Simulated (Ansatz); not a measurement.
# GeBi5O: the cost of one run

Method: DFT PBE, scalar-relativistic, plane waves, PAW, unless a step names another level, in Ansatz 0.2.0.

4 further runs of the same task are left out: 3 that didn't finish, 1 set aside as unsound or not needed.

### 1 The starting structure

Symmetry: P4/nmm, No. 129, tetragonal system. The conventional cell has a = 3.819 Å, b = 3.819 Å, c = 26.740 Å, α = 90.00°, β = 90.00°, γ = 90.00°. Ge (site symmetry 4mm) is surrounded by 4 O at 2.14 Å. Bi (site symmetry 4mm) is surrounded by 4 Bi at 3.25 Å. Around Bi (site symmetry 4mm) lie 12 Bi at 3.25 to 3.82 Å. Bi (site symmetry 4mm) has 12 Bi at 3.34 to 3.82 Å as nearest neighbours. Bi (site symmetry 4mm) has 12 Bi at 3.42 to 3.82 Å as nearest neighbours. Around O (site symmetry -4m2) lie 4 Ge at 2.14 Å.

Coordinates:

```cif
data_structure
_symmetry_space_group_name_H-M 'P4/nmm:1'
_symmetry_Int_Tables_number 129
_cell_length_a 3.8191
_cell_length_b 3.8191
_cell_length_c 26.7396
_cell_angle_alpha 90.000
_cell_angle_beta 90.000
_cell_angle_gamma 90.000
_cell_volume 390.01
loop_
_atom_site_label
_atom_site_type_symbol
_atom_site_symmetry_multiplicity
_atom_site_Wyckoff_symbol
_atom_site_fract_x
_atom_site_fract_y
_atom_site_fract_z
_atom_site_occupancy
Ge1 Ge 2 c 0.50000 0.00000 0.03642 1
Bi1 Bi 2 c 0.50000 0.00000 0.85424 1
Bi2 Bi 2 c 0.50000 0.00000 0.21314 1
Bi3 Bi 2 c 0.00000 0.50000 0.30536 1
Bi4 Bi 2 c 0.50000 0.00000 0.37873 1
Bi5 Bi 2 c 0.00000 0.50000 0.46085 1
O1 O 2 a 0.00000 0.00000 0.00000 1
```

It came out lowest among 24 distinct ends of the trial cells. At a tolerance of 0.05 Å it has space group P4/nmm (No. 129).

### 2 Static run: bands, density of states and charges

input.yaml

```yaml
crystal:
  lattice:
    - [3.8191180373, 0.0, 0.0]
    - [0.0, 3.8191180373, 0.0]
    - [0.0, 0.0, 26.7395611761]
  atoms:
    - { symbol: Ge, position: [0.5, 0.0, 0.0364179807] }
    - { symbol: Ge, position: [0.0, 0.5, 0.9635820193] }
    - { symbol: Bi, position: [0.5, 0.0, 0.8542357016] }
    - { symbol: Bi, position: [0.0, 0.5, 0.1457642984] }
    - { symbol: Bi, position: [0.5, 0.0, 0.2131403859] }
    - { symbol: Bi, position: [0.0, 0.5, 0.3053566791] }
    - { symbol: Bi, position: [0.5, 0.0, 0.3787317158] }
    - { symbol: Bi, position: [0.0, 0.5, 0.4608485172] }
    - { symbol: Bi, position: [0.0, 0.5, 0.7868596141] }
    - { symbol: Bi, position: [0.5, 0.0, 0.6946433209] }
    - { symbol: Bi, position: [0.0, 0.5, 0.6212682842] }
    - { symbol: Bi, position: [0.5, 0.0, 0.5391514828] }
    - { symbol: O, position: [0.0, 0.0, 0.0] }
    - { symbol: O, position: [0.5, 0.5, 0.0] }
basis:
  ecutwfc: 420
kpoints:
  mp_grid: { grid: [8, 8, 2] }
  band_path:
    path:
      - [[0.0, 0.0, 0.0], [0.0, 0.5, 0.0], [0.5, 0.5, 0.0], [0.0, 0.0, 0.0], [0.0, 0.0, 0.5], [0.0, 0.5, 0.5], [0.5, 0.5, 0.5], [0.0, 0.0, 0.5]]
      - [[0.0, 0.5, 0.0], [0.0, 0.5, 0.5]]
      - [[0.5, 0.5, 0.0], [0.5, 0.5, 0.5]]
    npoints: 10
hamiltonian:
  xc: pbe
scf:
  occupations: { method: gaussian, width: 0.1 }
  n_extra_bands: 35
output:
  forces: true
  stress: true
  eigenvalues: true
  populations: true
  dos: { projected: true, de: 0.02, nscf_kmesh: { grid: [10, 10, 3] } }
  bader: false
  write_density: true
  write_potential: true
  elf: true
  volumetric_format: npy
```

On the command line:

```
$ ansatz run input.yaml --threads 1 --pin off --max-ram 2560MiB --backend cpu --events-out ev --progress --plain --runs-dir out
```

Q: Estimate wall time and peak memory on 1 thread of Arm Neoverse V2, shared host.

About 7.4 min, with a peak of 1.8 GiB.
